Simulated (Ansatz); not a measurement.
# C₂H₇NZn: small, medium and large basis sets

The task here is to estimate one member of a computed series from the others.

Program: Ansatz 0.2.0, Gaussian basis. Level of theory: one geometry, several basis sets. These are calculated values, not measurements.

The runs, in order: PBE0-D4/def2-SVP; ωB97M-V/def2-SVP; PBE0-D4/def2-QZVPP; ωB97M-V/def2-QZVPP; the functionals' def2-TZVPP values are taken from earlier runs.

### The relaxed structure

All runs share one geometry, relaxed beforehand with PBE0-D4 in a triple-zeta def2 set.

SMILES `NC[CH2][ZnH]`, 11 atoms, charge 0, spin multiplicity 1.

Atoms are counted from 1 here; the program's logs count them from 0.

Bond lengths: N1–C2 1.477 Å, N1–H5 1.013 Å, N1–H6 1.014 Å, C2–C3 1.520 Å, C2–H7 1.099 Å, C2–H8 1.093 Å, C3–Zn4 1.985 Å, C3–H9 1.096 Å, C3–H10 1.091 Å, Zn4–H11 1.551 Å. Angles: C2–N1–H5 112.6°, C2–N1–H6 110.2°, H5–N1–H6 106.7°, N1–C2–C3 107.5°, N1–C2–H7 111.9°, N1–C2–H8 106.7°, C3–C2–H7 114.0°, C3–C2–H8 109.8°, H7–C2–H8 106.7°, C2–C3–Zn4 98.6°, C2–C3–H9 111.2°, C2–C3–H10 112.6°, Zn4–C3–H9 110.5°, Zn4–C3–H10 117.0°, H9–C3–H10 106.9°, C3–Zn4–H11 174.1°.

Geometry (Å):

```xyz
11

N    -1.1195    0.5102   -0.2262
C     0.3294    0.7572   -0.3727
C     1.0570   -0.3057    0.4344
Zn   -0.2771   -1.7660    0.2703
H    -1.6683    0.9812   -0.9362
H    -1.4450    0.8554    0.6701
H     0.5993    1.7876   -0.1006
H     0.5632    0.6405   -1.4344
H     1.1661   -0.0019    1.4814
H     2.0609   -0.5064    0.0560
H    -1.2007   -3.0090    0.1784
```

Set-up of the first run:

The input, in.yaml:

```yaml
crystal:
  periodic: [false, false, false]
  atoms:
    - {symbol: N, position_ang: [-1.119544, 0.510198, -0.226213]}
    - {symbol: C, position_ang: [0.329443, 0.757183, -0.372701]}
    - {symbol: C, position_ang: [1.056952, -0.305727, 0.434365]}
    - {symbol: Zn, position_ang: [-0.277131, -1.766006, 0.270318]}
    - {symbol: H, position_ang: [-1.668338, 0.981178, -0.936199]}
    - {symbol: H, position_ang: [-1.445036, 0.855421, 0.670076]}
    - {symbol: H, position_ang: [0.599300, 1.787626, -0.100577]}
    - {symbol: H, position_ang: [0.563210, 0.640514, -1.434415]}
    - {symbol: H, position_ang: [1.166141, -0.001943, 1.481410]}
    - {symbol: H, position_ang: [2.060897, -0.506402, 0.056042]}
    - {symbol: H, position_ang: [-1.200692, -3.009044, 0.178395]}
basis:
  gaussian: {orbitals: def2-SVP}
hamiltonian: {xc: pbe0, dispersion: d4}
output: {orbitals: {seedname: orbitals}}
```

Steps of the session up to this table: PBE0-D4 in def2-SVP; ωB97M-V in def2-SVP; PBE0-D4 in def2-QZVPP; ωB97M-V in def2-QZVPP.

One table of the session follows, with a row left open; its other results are not shown here.

It belongs to the step «Functionals by basis». 

| functional | basis | HOMO (eV) | LUMO (eV) |
| --- | --- | --- | --- |
| PBE0-D4 | def2-SVP | -6.49 | 1.15 |
| PBE0-D4 | def2-TZVPP | -6.68 | 0.01 |
| PBE0-D4 | def2-QZVPP | -6.69 | -0.10 |
| ωB97M-V | def2-SVP | ? | ? |
| ωB97M-V | def2-TZVPP | -8.87 | 1.28 |
| ωB97M-V | def2-QZVPP | -8.89 | 0.90 |

**Question.** Estimate the row for ωB97M-V, def2-SVP.

As computed: HOMO (eV): -8.67; LUMO (eV): 2.49. In the column «HOMO (eV)» it lies between ωB97M-V, def2-TZVPP (-8.87) and PBE0-D4, def2-QZVPP (-6.69).
